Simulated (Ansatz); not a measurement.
Below is the output of a Python script on Ansatz 0.2.0 through its Python package that makes a single point in a Gaussian basis of CH₅AlBClO, SMILES BC[O][AlH][Cl]. Write a script that gives it. Level of theory: B3LYP, def2-SVP basis, multiplicity 1.

```xyz
10

B    -0.0739    1.0833    1.6937
C    -0.3727    0.2524    0.3784
O     0.8266   -0.2594   -0.0792
Al    0.6670   -1.2724   -1.5941
Cl    0.6510   -0.3333   -3.5995
H     0.9665    1.2725    2.1215
H    -1.0070    1.6578    2.2212
H    -0.7867    0.9364   -0.3956
H    -1.0680   -0.5468    0.6933
H     0.2802   -2.8418   -1.4368
```

```console
$ python energy_ch5albclo.py
converged              True
free_energy_ev         -22954.93551971441
reference_energy_ev    -22954.93551971441
n_frozen               0
n_occupied             [27, 27]
n_virtual              [76, 76]
<S^2> = 0.0  all-electron relativity setting: none
passes: {'evaluations': 15, 'products': 12}
occupied orbitals by irrep: [{'A': 27}, {'A': 27}]
largest force 4.1887 eV/A, rms 1.1129
dipole moment 1.229 D
Mulliken: [('B', 0.052), ('C', 0.171), ('O', -0.541), ('Al', 0.773), ('Cl', -0.304), ('H', -0.01), ('H', -0.048), ('H', 0.032), ('H', 0.024), ('H', -0.149)]
HOMO -7.400 eV, LUMO -1.743 eV, gap 5.657 eV
```

The script that was run (others could print the same):

Script `energy_ch5albclo.py`:
```python
"""Single point of CH5AlBClO."""

from dataclasses import dataclass
from pathlib import Path

import ansatz as az
import numpy as np


@dataclass(frozen=True)
class Options:
    basis: str = "def2-SVP"
    functional: str = "b3lyp"


opts = Options()


def main() -> None:
    ch5albclo = (
        az.Crystal.molecule()
        .atom("B", [-0.0739, 1.0833, 1.6937])
        .atom("C", [-0.3727, 0.2524, 0.3784])
        .atom("O", [0.8266, -0.2594, -0.0792])
        .atom("Al", [0.667, -1.2724, -1.5941])
        .atom("Cl", [0.651, -0.3333, -3.5995])
        .atom("H", [0.9665, 1.2725, 2.1215])
        .atom("H", [-1.007, 1.6578, 2.2212])
        .atom("H", [-0.7867, 0.9364, -0.3956])
        .atom("H", [-1.068, -0.5468, 0.6933])
        .atom("H", [0.2802, -2.8418, -1.4368])
    )

    model = (
        ch5albclo.calculation()
        .basis(gaussian=opts.basis)
        .functional(opts.functional)
        .forces()
        .orbitals()
    )
    out = model.run(runs_dir="out")
    report = out.report

    for key in ("converged", "free_energy_ev", "reference_energy_ev", "n_frozen", "n_occupied", "n_virtual"):
        print(f"{key:22s} {report[key]}")

    field = report["mean_field"]
    print("<S^2> =", round(abs(field["state"]["spin_squared"]), 4), " all-electron relativity setting:", field["relativity"])
    print("passes:", field["passes"])
    if "symmetry" in field:
        print("occupied orbitals by irrep:", field["symmetry"]["occupied"])

    symbols = [site.symbol for site in ch5albclo.cartesian_sites]
    forces = np.array(report["forces_ev_ang"])
    print("largest force", round(float(np.linalg.norm(forces, axis=1).max()), 4), "eV/A, rms", round(float(np.sqrt((forces ** 2).mean())), 4))

    charges = report["charge_distribution"]
    print("dipole moment", round(4.803205 * float(np.linalg.norm(charges["dipole_moment_e_ang"])), 3), "D")
    print("Mulliken:", [(s, round(q, 3)) for s, q in zip(symbols, charges["mulliken_charges_e"])])

    lines = Path(report["orbitals_path"]).read_text().splitlines()
    field_of = lambda key: [line.split("=")[1].strip() for line in lines if line.startswith(key)]
    orbitals = [(27.211386 * float(e), s, float(n)) for e, s, n in zip(field_of("Ene="), field_of("Spin="), field_of("Occup="))]
    homo = max(e for e, _, n in orbitals if n > 0.5)
    lumo = min(e for e, _, n in orbitals if n < 0.5)
    print(f"HOMO {homo:.3f} eV, LUMO {lumo:.3f} eV, gap {lumo - homo:.3f} eV")


if __name__ == "__main__":
    main()
```

Total energies depend on the basis set; only differences at equal settings carry meaning. The geometry is a force-field or estimated start, not a minimum of this method, and the basis set is short of its limit. b3lyp holds the VWN-RPA fit, as in Gaussian; the form of ORCA and Turbomole is b3lyp5. Levels such as HOMO and LUMO are orbital energies: with these approximate functionals they aren't the ionisation energy and electron affinity, and their gap isn't the fundamental gap. Hardware and time: 5.3 s on 1 thread of Arm Neoverse V1, with other jobs on the host, peak memory 0.27 GiB.

(A comment or docstring line of the script was reworded after the run, the code is as it ran; lines on the test bed's own set-up are left out of the output.)
